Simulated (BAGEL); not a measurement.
# CuNH3Cl (SMILES [NH3]->[Cu][Cl]): HF/cc-pVDZ (density fitting with qzvpp-jkfit)

Aim: the energy change on altering one bond length of CuNH3Cl at HF/cc-pVDZ (density fitting with qzvpp-jkfit), from 2 runs. 

The results are computed with BAGEL 1.2.2.

6 further runs of the same task are left out: 6 that didn't finish.

**1. The structure to begin with**

CuNH3Cl: 6 atoms, total charge 0, spin state singlet. SMILES: `[NH3]->[Cu][Cl]`. Geometry: a GFN2-xTB relaxation, a rough one for these elements and not checked as a minimum.

Bond lengths: Cu1–N2 1.911 Å, Cu1–Cl6 2.046 Å, N2–H3 1.016 Å, N2–H4 1.016 Å, N2–H5 1.016 Å. Angles: N2–Cu1–Cl6 179.3°, Cu1–N2–H3 109.6°, Cu1–N2–H4 109.1°, Cu1–N2–H5 109.5°, H3–N2–H4 109.5°, H3–N2–H5 109.6°, H4–N2–H5 109.6°.

**2. The energy at HF/cc-pVDZ (density fitting with qzvpp-jkfit)**

Contents of input.json:

```json
{ "bagel": [

{
  "title": "molecule",
  "basis": "cc-pvdz.json",
  "df_basis": "qzvpp-jkfit",
  "angstrom": "true",
  "geometry": [
    { "atom": "Cu", "xyz": [   -0.013220,    0.007560,   -1.101800 ] },
    { "atom": "N", "xyz": [    0.001570,   -0.001220,    0.809460 ] },
    { "atom": "H", "xyz": [   -0.411340,    0.858800,    1.157820 ] },
    { "atom": "H", "xyz": [    0.961850,   -0.072200,    1.133760 ] },
    { "atom": "H", "xyz": [   -0.531890,   -0.796570,    1.148850 ] },
    { "atom": "Cl", "xyz": [   -0.006980,    0.003620,   -3.148090 ] }
  ]
},
{
  "title": "hf"
},
{
  "title": "print",
  "file": "orbitals.molden",
  "orbitals": "true"
}

]}
```

The basis set cc-pVDZ is read from a file made from the Basis Set Exchange's data (not shown).

The run is started by

```
$ BAGEL_NUM_THREADS=1 BAGEL input.json > input.out
```

What it wrote:

```text
* using 1 threads per process

  ===============================================================
  ===============================================================

  *** Geometry ***

  { "atom" : "Cu", "xyz" : [     -0.024982,      0.014286,     -2.082100 ] },
  { "atom" : "N", "xyz" : [      0.002967,     -0.002305,      1.529658 ] },
  { "atom" : "H", "xyz" : [     -0.777320,      1.622897,      2.187963 ] },
  { "atom" : "H", "xyz" : [      1.817633,     -0.136438,      2.142496 ] },
  { "atom" : "H", "xyz" : [     -1.005126,     -1.505299,      2.171012 ] },
  { "atom" : "Cl", "xyz" : [     -0.013190,      0.006841,     -5.949028 ] },

  Number of auxiliary basis functions:      523

  Since a DF basis is specified, we compute 2- and 3-index integrals:
    o Being stored without compression. Storage requirement is 0.034 GB

  Number of basis functions:       90
  Number of electrons      :       56

    * METHOD: MOLECULE                             0.76

  *** RHF ***

  === Nuclear Repulsion ===
   236.4681224465

      * DIIS with orbital gradients will be used.

  === RHF iteration (cc-pvdz.json) ===
      0      -2154.05253408          0.04137514           0.17
      1      -2146.25354425          0.16530367           0.16
      2      -2154.73179931          0.00746558           0.17
      3      -2154.76110305          0.00198083           0.17
      4      -2154.76333884          0.00063380           0.17
      5      -2154.76374632          0.00024402           0.17
      6      -2154.76381359          0.00007729           0.17
      7      -2154.76382536          0.00003219           0.17
      8      -2154.76382832          0.00001597           0.17
      9      -2154.76382879          0.00000917           0.16
     10      -2154.76382886          0.00000339           0.16
     11      -2154.76382887          0.00000057           0.16
     12      -2154.76382887          0.00000022           0.16
     13      -2154.76382887          0.00000010           0.16
     14      -2154.76382887          0.00000003           0.17
     15      -2154.76382887          0.00000002           0.16
     16      -2154.76382887          0.00000001           0.15
    * SCF iteration converged.

    * Permanent dipole moment:
           (   -0.007659,     0.003424,    -3.708712) a.u.

    * METHOD: HF                                   3.54

    * METHOD: PRINT                                0.02

  ===============================================================
```

Run time: 5.1 s. Hardware: 1 thread of Intel Xeon at 2.50GHz (Skylake/Cascade Lake), shared host.

**3. The distorted shape, same level**

Contents of calc.json:

```json
{ "bagel": [

{
  "title": "molecule",
  "basis": "cc-pvdz.json",
  "df_basis": "qzvpp-jkfit",
  "angstrom": true,
  "geometry": [
    { "atom": "Cu", "xyz": [       0.110651,      -0.250441,      -1.206306 ] },
    { "atom": "N", "xyz": [       0.125441,      -0.259221,       0.704954 ] },
    { "atom": "H", "xyz": [      -0.411340,       0.858800,       1.157820 ] },
    { "atom": "H", "xyz": [       1.085721,      -0.330201,       1.029254 ] },
    { "atom": "H", "xyz": [      -0.408019,      -1.054571,       1.044344 ] },
    { "atom": "Cl", "xyz": [       0.116891,      -0.254381,      -3.252596 ] }
  ]
},

{ "title": "hf" },

{ "title": "print", "file": "orbitals.molden", "orbitals": true }

]}
```

The basis set cc-pVDZ is read from a file made from the Basis Set Exchange's data (not shown).

The run is started by

```
$ BAGEL_NUM_THREADS=1 BAGEL calc.json > calc.out
```

What it wrote:

```text
* using 1 threads per process

  ===============================================================
  ===============================================================

  *** Geometry ***

  { "atom" : "Cu", "xyz" : [      0.209100,     -0.473265,     -2.279588 ] },
  { "atom" : "N", "xyz" : [      0.237049,     -0.489857,      1.332170 ] },
  { "atom" : "H", "xyz" : [     -0.777320,      1.622897,      2.187963 ] },
  { "atom" : "H", "xyz" : [      2.051715,     -0.623989,      1.945008 ] },
  { "atom" : "H", "xyz" : [     -0.771044,     -1.992850,      1.973524 ] },
  { "atom" : "Cl", "xyz" : [      0.220892,     -0.480710,     -6.146516 ] },

  Number of auxiliary basis functions:      523

  Since a DF basis is specified, we compute 2- and 3-index integrals:
    o Being stored without compression. Storage requirement is 0.034 GB

  Number of basis functions:       90
  Number of electrons      :       56

    * METHOD: MOLECULE                             0.83

  *** RHF ***

  === Nuclear Repulsion ===
   234.9566577594

      * DIIS with orbital gradients will be used.

  === RHF iteration (cc-pvdz.json) ===
      0      -2153.98762625          0.04148954           0.19
      1      -2142.18772773          0.17987590           0.18
      2      -2154.67064877          0.00780176           0.17
      3      -2154.70908989          0.00241444           0.17
      4      -2154.71311233          0.00083778           0.18
      5      -2154.71378092          0.00032371           0.18
      6      -2154.71391609          0.00009550           0.20
      7      -2154.71393650          0.00003895           0.20
      8      -2154.71394049          0.00002415           0.20
      9      -2154.71394130          0.00001727           0.19
     10      -2154.71394152          0.00000490           0.21
     11      -2154.71394155          0.00000131           0.18
     12      -2154.71394155          0.00000061           0.20
     13      -2154.71394156          0.00000021           0.18
     14      -2154.71394156          0.00000008           0.22
     15      -2154.71394156          0.00000006           0.22
     16      -2154.71394156          0.00000003           0.22
     17      -2154.71394156          0.00000001           0.22
     18      -2154.71394156          0.00000001           0.20
    * SCF iteration converged.

    * Permanent dipole moment:
           (    0.035453,    -0.086319,    -3.737491) a.u.

    * METHOD: HF                                   4.55

    * METHOD: PRINT                                0.03

  ===============================================================
```

Run time: 6 s. Hardware: 1 thread of Intel Xeon at 2.50GHz (Skylake/Cascade Lake), shared host.

**4. Outcome**

Level: HF/cc-pVDZ (density fitting with qzvpp-jkfit).

```
                                                         quantity           value
                                        first shape: total energy  -2154.76383 Eh
                                       first shape: dipole moment          9.43 D
                                         first shape: HOMO energy        -9.79 eV
                                         first shape: LUMO energy         1.49 eV
                                       first shape: HOMO–LUMO gap        11.28 eV
                                    distorted shape: total energy  -2154.71394 Eh
                                   distorted shape: dipole moment          9.50 D
                                     distorted shape: HOMO energy        -9.76 eV
                                     distorted shape: LUMO energy         1.20 eV
                                   distorted shape: HOMO–LUMO gap        10.96 eV
energy change with the N2–H3 bond stretched from 1.016 to 1.320 Å        1.358 eV
```

**Reading.** With the N2–H3 bond stretched from 1.016 to 1.320 Å the energy rises by 1.36 eV (131 kJ/mol). The first shape isn't relaxed at this level, so the change isn't measured from a minimum.
